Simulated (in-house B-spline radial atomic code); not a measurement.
# Nd²⁺: a test of the spline order

How far can the spline order be changed before the Nd²⁺ run goes wrong?

The numbers are computed with in-house B-spline radial atomic code version 1 (Dirac-Coulomb PBE, spherical fractional occupations, Fermi nucleus, basis-set limit), except any that are marked as measured or tabulated.

### Step 1. The atom as given

```
element       : neodymium (Z = 60)
charge        : +2
electrons     : 58
configuration : [Xe] 4f4
Hamiltonian   : Dirac-Coulomb
nucleus       : Fermi, rms radius 4.912 fm
```

The outer shells:

[Xe] 4f4
```
[Xe] core
4f [↑ ][↑ ][↑ ][↑ ][  ][  ][  ]
```

The boxes only draw the filling; these runs are spin-restricted and spherical.

A run counts as converged when the orbital gradient is under the tolerance times 60 hartree (or under the basis's noise floor) and the energy moved by less than 1e-8 hartree times the root of its size. Energy differences under 3e-05 hartree are noise.

### Step 2. Reference run with standard settings

Settings, as recorded:

```ini
Z = 60
electrons = 58.0
configuration = [Xe] 4f4
hamiltonian = dirac
method = pbe,pbe
spin_polarised = False
nucleus = fermi
rms_radius = 4.9123
mass_number = 142
atomic_mass = 141.907728824
speed_of_light = 137.035999084
knot_spacing = 0.22
spline_order = 8
gauss_points = 12
box_radius = 22.22
max_iterations = 70
damping = 0.5
damped_steps = 3
diis_vectors = 10
tolerance = 1e-08
start = Thomas-Fermi
```

Started as:

```sh
$ python run_scf.py task.json out
```

task.json lists these runs, among others, and the program works through them in turn.

### Step 3. Spline order 3

The settings differ from step 2 so:

```diff
@@ -12,3 +12,3 @@
 knot_spacing = 0.22
-spline_order = 8
+spline_order = 3
 gauss_points = 12
```

### Step 4. Spline order 4

The settings differ from step 3 so:

```diff
@@ -12,3 +12,3 @@
 knot_spacing = 0.22
-spline_order = 3
+spline_order = 4
 gauss_points = 12
```

### Step 5. Spline order 5

The settings differ from step 4 so:

```diff
@@ -12,3 +12,3 @@
 knot_spacing = 0.22
-spline_order = 4
+spline_order = 5
 gauss_points = 12
```

### Step 6. Spline order 6

The settings differ from step 5 so:

```diff
@@ -12,3 +12,3 @@
 knot_spacing = 0.22
-spline_order = 5
+spline_order = 6
 gauss_points = 12
```

### Step 7. Spline order 7

The settings differ from step 6 so:

```diff
@@ -12,3 +12,3 @@
 knot_spacing = 0.22
-spline_order = 6
+spline_order = 7
 gauss_points = 12
```

### Step 8. Spline order 10

The settings differ from step 7 so:

```diff
@@ -12,3 +12,3 @@
 knot_spacing = 0.22
-spline_order = 7
+spline_order = 10
 gauss_points = 12
```

Which of these runs converge to the reference energy, which miss it and by about how much, and which fail?

As calculated:

| run | outcome | iterations | energy less the reference (hartree) |
| --- | --- | --- | --- |
| reference | converged | 10 | 0 |
| spline order 3 | converged | 10 | +0.328 |
| spline order 4 | converged | 10 | +0.00632 |
| spline order 5 | converged | 10 | +0.000235 |
| spline order 6 | converged | 10 | below noise |
| spline order 7 | converged | 10 | below noise |
| spline order 10 | converged | 10 | below noise |

Of 6 changed inputs, 3 gave the reference energy within 3e-05 hartree and 3 converged to another value. The worst converged miss is +0.328 hartree (spline order 3): splines of so low an order are too stiff.
